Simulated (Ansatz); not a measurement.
# CH₃SSb: one species, many methods

Aim: compute CH₃SSb with functionals from several rungs and with coupled cluster, and see how far each lands from CCSD(T) at the basis-set limit for the atomisation energy.

Method: functionals in def2-TZVPP, the program's frozen cores in correlated methods; program: Ansatz 0.2.0, Gaussian basis.

Levels to be run: LDA (SPW92), PBE-D4, revPBE-D4, BLYP-D4, r2SCAN-D4, B97M-V, PBE0-D4, B3LYP-D4, r2SCANh-D4, r2SCAN0-D4, HSE06-D4, BHLYP-D4, CAM-B3LYP-D4, LC-ωPBE, ωB97X-V, ωB97M-V, B2PLYP, PBE-QIDH; CCSD(T)/def2-SVP; CCSD(T)/def2-TZVPP; MP2/def2-QZVPP; extrapolation to the limit; RPA on PBE.

## 1. The geometry

All runs share one geometry, relaxed beforehand with PBE0-D4 in a triple-zeta def2 set. Sb takes the def2 core potential; no spin-orbit term is included.

SMILES `S=[CH][SbH2]`, 6 atoms, charge 0, spin multiplicity 1.

Atoms are counted from 1 here; the program's logs count them from 0.

Bond lengths: S1–C2 1.604 Å, C2–Sb3 2.158 Å, C2–H4 1.093 Å, Sb3–H5 1.711 Å, Sb3–H6 1.702 Å. Angles: S1–C2–Sb3 124.9°, S1–C2–H4 120.0°, Sb3–C2–H4 114.9°, C2–Sb3–H5 93.6°, C2–Sb3–H6 93.3°, H5–Sb3–H6 92.6°.

## 2. LDA

This LDA is Slater exchange with PW92 correlation.

Contents of in.yaml:

```yaml
crystal:
  periodic: [false, false, false]
  atoms:
    - {symbol: S, position_ang: [-1.227454, -1.652047, 0.934729]}
    - {symbol: C, position_ang: [-0.077434, -0.963969, 0.053554]}
    - {symbol: Sb, position_ang: [0.769204, 0.984721, 0.430767]}
    - {symbol: H, position_ang: [0.396693, -1.522461, -0.758136]}
    - {symbol: H, position_ang: [0.936427, 1.353507, -1.231372]}
    - {symbol: H, position_ang: [-0.755238, 1.736250, 0.524358]}
basis:
  gaussian: {orbitals: def2-TZVPP}
hamiltonian: {xc: lda}
output: {orbitals: {seedname: orbitals}}
```

The run is started by

```bash
$ ansatz run in.yaml --threads 2 --pin off --events-out ev --progress --plain --max-ram 4352MiB
```

After this run come: PBE-D4 (GGA); revPBE-D4 (GGA); BLYP-D4 (GGA); r2SCAN-D4 (meta-GGA); B97M-V (meta-GGA); B3LYP-D4 (hybrid); r2SCANh-D4 (hybrid); r2SCAN0-D4 (hybrid); HSE06-D4 (hybrid); BHLYP-D4 (hybrid); CAM-B3LYP-D4 (range-separated); LC-ωPBE (range-separated); ωB97X-V (range-separated); ωB97M-V (range-separated); B2PLYP (double hybrid); PBE-QIDH (double hybrid); CCSD(T) in def2-SVP; CCSD(T) in def2-TZVPP; MP2 in def2-QZVPP; RPA on PBE orbitals.

Q: Predict the results of all the runs planned. Wanted: atomisation energy, CCSD(T)/CBS; farthest beyond LDA; mean size of error, GGA; mean size of error, meta-GGA; mean size of error, hybrid; mean size of error, range-separated; mean size of error, double hybrid; gap, smallest and largest; T1 diagnostic.

The runs gave:

| quantity | value |
| --- | --- |
| atomisation energy, CCSD(T)/CBS | 17.589 eV |
| functionals within 0.176 eV (1.0 %) | revPBE-D4, r2SCAN-D4, PBE0-D4, B3LYP-D4, HSE06-D4, CAM-B3LYP-D4, ωB97X-V, ωB97M-V |
| farthest beyond LDA | BHLYP-D4 (-0.766 eV) |
| mean size of error, GGA | 0.277 eV |
| mean size of error, meta-GGA | 0.186 eV |
| mean size of error, hybrid | 0.306 eV |
| mean size of error, range-separated | 0.226 eV |
| mean size of error, double hybrid | 0.385 eV |
| gap, smallest and largest | 1.62 eV (LDA (SPW92)), 8.56 eV (LC-ωPBE) |
| T1 diagnostic | 0.0165 |
| triples share of the correlation energy | 4.2 % |

What this shows: The LDA atomisation energy is off by 3.184 eV (18 %): it overbinds. PBE-D4 is off by +0.525 eV. Double hybrids carry the basis error of their MP2 part in triple zeta, and no dispersion term here, so their miss is partly the set-up's. Taken by rung, meta-GGA functionals do best (0.186 eV on average) and double hybrid ones worst beyond LDA (0.385 eV). The gap between the best rungs is small, so their order is not settled. The reference freezes the cores and leaves out spin-orbit coupling and excitations past (T), and its outer-core shells are covered unevenly, so misses under about 0.176 eV can't be ranked. All levels share the lack of spin-orbit coupling, which lowers the free heavy atoms and so the true binding. Hartree-Fock recovers 62 % of the binding; the rest is correlation. CCSD(T) in def2-SVP is off by -1.703 eV, more than most functionals: a good method in a small basis is no reference. Orbital gaps span 1.6 to 8.6 eV; exact exchange widens them. The restricted reference is unstable towards a spin-broken one. Correlated methods include outer-core shells of Sb, which these sets cover unevenly.
